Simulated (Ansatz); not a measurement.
# CH2FNOSi: basis-set convergence

The task here is to estimate one member of a computed series from the others.

Method: one geometry, several basis sets; program: Ansatz 0.2.0, Gaussian basis.

Levels to be run: PBE0-D4/def2-SVP; ωB97M-V/def2-SVP; PBE0-D4/def2-QZVPP; ωB97M-V/def2-QZVPP; the functionals' def2-TZVPP values are taken from earlier runs.

## The geometry

An earlier PBE0-D4 in a triple-zeta def2 set relaxation fixed the geometry.

SMILES `O=C=N[SiH2]F`, 7 atoms, charge 0, spin multiplicity 1.

Atoms are counted from 1 here; the program's logs count them from 0.

Bond lengths: O1–C2 1.162 Å, C2–N3 1.194 Å, N3–Si4 1.694 Å, Si4–F5 1.591 Å, Si4–H6 1.475 Å, Si4–H7 1.475 Å. Angles: O1–C2–N3 178.4°, C2–N3–Si4 166.0°, N3–Si4–F5 109.2°, N3–Si4–H6 109.0°, N3–Si4–H7 109.0°, F5–Si4–H6 108.2°, F5–Si4–H7 108.2°, H6–Si4–H7 113.2°.

The first run:

File in.yaml:

```yaml
crystal:
  periodic: [false, false, false]
  atoms:
    - {symbol: O, position_ang: [-0.573800, -2.908035, -0.552047]}
    - {symbol: C, position_ang: [-0.306866, -1.816886, -0.256095]}
    - {symbol: N, position_ang: [-0.019004, -0.706205, 0.076060]}
    - {symbol: Si, position_ang: [0.212126, 0.968324, 0.188864]}
    - {symbol: F, position_ang: [-0.420205, 1.671029, -1.091018]}
    - {symbol: H, position_ang: [-0.490323, 1.470275, 1.384834]}
    - {symbol: H, position_ang: [1.659273, 1.253597, 0.203702]}
basis:
  gaussian: {orbitals: def2-SVP}
hamiltonian: {xc: pbe0, dispersion: d4}
output: {orbitals: {seedname: orbitals}}
```

Steps of the session up to this table: PBE0-D4 in def2-SVP; ωB97M-V in def2-SVP; PBE0-D4 in def2-QZVPP; ωB97M-V in def2-QZVPP.

One table of the session follows, with a row left open; its other results are not shown here.

It belongs to the step «Functionals by basis». 

| functional | basis | HOMO (eV) | LUMO (eV) |
| --- | --- | --- | --- |
| PBE0-D4 | def2-SVP | -8.83 | 0.05 |
| PBE0-D4 | def2-TZVPP | ? | ? |
| PBE0-D4 | def2-QZVPP | -8.97 | -0.44 |
| ωB97M-V | def2-SVP | -11.00 | 2.16 |
| ωB97M-V | def2-TZVPP | -11.16 | 1.56 |
| ωB97M-V | def2-QZVPP | -11.19 | 1.20 |

**Question.** Estimate the row for PBE0-D4, def2-TZVPP.

As computed: HOMO (eV): -8.95; LUMO (eV): -0.32. In the column «HOMO (eV)» it lies between PBE0-D4, def2-QZVPP (-8.97) and PBE0-D4, def2-SVP (-8.83).
